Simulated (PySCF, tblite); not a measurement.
# C7H6N4: geometry, infrared bands and NMR shifts

What infrared bands and NMR shifts should C7H6N4 (`N#Cc1cc(C2CC2)nnn1`) show?

Programs: tblite 0.8.0 and PySCF 2.14.0, with density-fitted response routines of our own. Each step states its level of theory. These are calculated values for one molecule in the gas phase, unless marked as measured. Atoms are numbered from 0 throughout.

## 1. The starting structure

17 atoms, charge 0, multiplicity 1; geometry from: force field or distance geometry start.

Bonds of the start (Å): N0–C1 1.17, C1–C2 1.43, C2–C3 1.38, C3–C4 1.38, C4–C5 1.51, C5–C6 1.51, C6–C7 1.50, C4–N8 1.35, N8–N9 1.31, N9–N10 1.30, N10–C2 1.34, C7–C5 1.51, C3–H11 1.07, C5–H12 1.08, C6–H13 1.09, C6–H14 1.09, C7–H15 1.09, C7–H16 1.08.

## 2. Relaxing the molecule with GFN2-xTB

What the job is given:

```
{"job": {"kind": "relax", "xc": "GFN2-xTB", "basis": "xTB"}, "charge": 0, "multiplicity": 1}
N      4.498500     0.888200    -0.810300
C      3.531900     0.319100    -0.489200
C      2.339000    -0.355600    -0.092000
C      1.102700     0.206000    -0.363800
C      0.022300    -0.536900     0.073500
C     -1.394000    -0.056200    -0.166300
C     -1.864300     1.247000     0.442500
C     -2.373700    -0.054700     0.982400
N      0.222900    -1.726000     0.681500
N      1.429900    -2.188500     0.899800
N      2.491600    -1.535500     0.523600
H      0.983600     1.146400    -0.855900
H     -1.806400    -0.308200    -1.128200
H     -1.191000     1.810500     1.080200
H     -2.549100     1.866100    -0.131600
H     -3.407600    -0.333800     0.768200
H     -2.043100    -0.376000     1.962300
```

Started as:

```bash
$ OMP_NUM_THREADS=1 python probes_run.py task.json out
```

One launch serves the whole session: the jobs run in the order shown.

**Question.** This job is followed by: GFN2-xTB harmonic vibrations, gas phase; GIAO PBE0/pcSseg-1 NMR shielding, non-relativistic, gas phase. Predict these results of the whole session: strongest single infrared mode (GFN2-xTB); zero-point energy (GFN2-xTB); 13C shifts against TMS (PBE0/pcSseg-1, means over atoms taken as alike); 1H shifts against TMS (PBE0/pcSseg-1, means over atoms taken as alike); 15N shifts against NH3 (PBE0/pcSseg-1).

As calculated:

| quantity | value |
| --- | --- |
| strongest single infrared mode (GFN2-xTB) | 1500 cm⁻¹, 273 km/mol |
| zero-point energy (GFN2-xTB) | 75.9 kcal/mol |
| 13C shifts against TMS (PBE0/pcSseg-1, means over atoms taken as alike) | 170.5, 140.3, 127.6, 121.5, 20.1, 19.9 ppm |
| 1H shifts against TMS (PBE0/pcSseg-1, means over atoms taken as alike) | 7.49, 1.89, 1.84, 1.51 ppm |
| 15N shifts against NH3 (PBE0/pcSseg-1) | 532.9, 428.2, 427.0, 332.9 ppm |

In words: The optimisation took 122 steps and gained 0.329 eV; among the close pairs (by a distance rule), C4–C5 changed most, from 1.515 to 1.460 Å. All 45 modes are real, so the xTB geometry is a minimum. The strongest single mode, at 1500 cm⁻¹, is spread over several atoms, C3, C4, C2 among them. GFN2-xTB is a fitted tight-binding method: band positions and strengths are rough. Its intensities can rank the bands wrongly. At PBE0/pcSseg-1: Shielding is most anisotropic at N9 (span 974 ppm, paramagnetic term -575 ppm). NICS(1)zz of -24 ppm above the planar ring from C2 marks a diatropic (aromatic) ring current.
